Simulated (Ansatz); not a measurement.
Geometry optimisation, Ansatz 0.2.0, DFT PBE, scalar-relativistic, plane waves, PAW.

Input file:

```yaml
crystal:
  lattice:
    - [-3.2049, -5.55105, 0.0]
    - [4.80735, -2.775525, 0.0]
    - [0.0, 0.0, 5.1216]
  atoms:
    - { symbol: Zn, position: [0.49999996, 0.66666664, 0.5] }
    - { symbol: O, position: [0.49999997, 0.33333331, 0.3833] }
    - { symbol: O, position: [0.49999996, 0.66666664, 0.8833] }
    - { symbol: Zn, position: [0.24999997, 0.83333331, 0.0] }
    - { symbol: Zn, position: [0.24999998, 0.16666666, 0.5] }
    - { symbol: O, position: [0.24999997, 0.83333331, 0.3833] }
    - { symbol: O, position: [0.24999998, 0.16666666, 0.8833] }
    - { symbol: Zn, position: [-1.0e-08, 0.33333333, 0.0] }
    - { symbol: Zn, position: [-2.0e-08, 0.66666666, 0.5] }
    - { symbol: O, position: [-1.0e-08, 0.33333333, 0.3833] }
    - { symbol: O, position: [-2.0e-08, 0.66666666, 0.8833] }
    - { symbol: Zn, position: [0.74999994, 0.83333329, 0.0] }
    - { symbol: In, position: [0.49999997, 0.33333331, 0.0], spin: 1.0 }
    - { symbol: O, position: [0.74999994, 0.83333329, 0.3833] }
    - { symbol: O, position: [0.74999996, 0.16666664, 0.8833] }
magnetization:
  spin_polarized: true
basis:
  ecutwfc: 420.0
kpoints:
  mp_grid: { grid: [2, 2, 2] }
hamiltonian:
  xc: pbe
  pseudopotentials: { kind: paw, azcp: { folder: soft_1 } }
scf:
  occupations: { method: gaussian, width: 0.05 }
  lower_state_search: "off"
relax:
  f_tol: 0.03
  max_steps: 60
  adjacent_minimum: "off"
```

Launched with:

```bash
$ ansatz run input.yaml --threads 2 --pin off --max-ram 5120MiB --backend cpu --events-out ev --progress --plain --runs-dir out
```

Task: Where does it end, and by what steps?

Result: The run converged. Limits of this set-up: coarse k mesh, a small cell, in which the defect meets its images. After 4 steps the energy has fallen by 0.773 eV; O15 moved furthest, 0.23 Å.

| step | energy less start (eV) | largest force component (eV/Å) | accepted |
| --- | --- | --- | --- |
| 0 | 0.0000 | 2.106 | yes |
| 1 | -0.6153 | 0.596 | yes |
| 2 | -0.7624 | 0.128 | yes |
| 3 | -0.7719 | 0.054 | yes |
| 4 | -0.7728 | 0.016 | yes |

```xyz
15
Lattice="-3.2049 -5.5511 0.0000 4.8073 -2.7755 0.0000 0.0000 0.0000 5.1216" Properties=species:S:1:pos:R:3
Zn 1.672 -4.680 2.555
O 0.120 -3.625 2.086
O 1.636 -4.677 4.533
Zn 3.175 -3.650 0.044
Zn 0.091 -1.754 2.566
O 3.252 -3.664 1.996
O -0.054 -1.836 4.532
Zn 1.564 -0.908 0.030
Zn 3.250 -1.762 2.539
O 1.660 -0.920 1.925
O 3.146 -1.845 4.489
Zn 1.598 -6.579 0.005
In -0.146 -3.810 0.067
O 1.605 -6.450 1.904
O -1.736 -4.724 4.361
```

Whether the end is a true minimum wasn't checked by a vibrational analysis.

The run took 70 s on 2 threads of Arm Neoverse V2, with other jobs on the host, peak memory 0.61 GiB.
